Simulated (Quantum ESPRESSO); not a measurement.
**NbSi: zone-centre phonons under several settings**

```
CELL_PARAMETERS angstrom
3.15644 0.00000 0.00000
0.00000 3.15644 0.00000
0.00000 0.00000 3.15644
ATOMIC_POSITIONS crystal
Nb 0.00000 0.00000 0.00000
Si 0.50000 0.50000 0.50000
```

The cell was built by a generator and needn't be a form met in nature.

All runs used Quantum ESPRESSO 7.5; k mesh 8 × 8 × 8; relaxed cell; no spin polarisation; cutoff 612 eV; occupations cold, width 0.2 eV.

```tsv
level	potentials	volume (Å³/atom)	lowest optical mode without the field (cm⁻¹)
LDA	GBRV 1.5 LDA	15.00	278
PBE	GBRV 1.5 PBE	15.68	261
PBEsol	GBRV 1.5 PBEsol	15.26	276
AM05	GBRV 1.5 PBE	15.20	284
revPBE	GBRV 1.5 PBE	15.81	256
BLYP	GBRV 1.5 PBE	16.52	214
vdW-DF-cx	GBRV 1.5 PBE	?	?
```

**Question.** What stands in the row left open?

**Answer.** Volume 15.41 Å³/atom; lowest optical mode without the field 273 cm⁻¹.

Caveats: the mesh is thin for the phonons of a metal; the potentials were made for another functional, which shifts forces and pressure (some runs); before the sum rule the acoustic modes lie tens of cm⁻¹ from zero, a sign that the density grid also shifts the optical modes (some runs).

For the row left open. Caveat: the mesh is thin for the phonons of a metal; the potentials were made for another functional, which shifts forces and pressure.
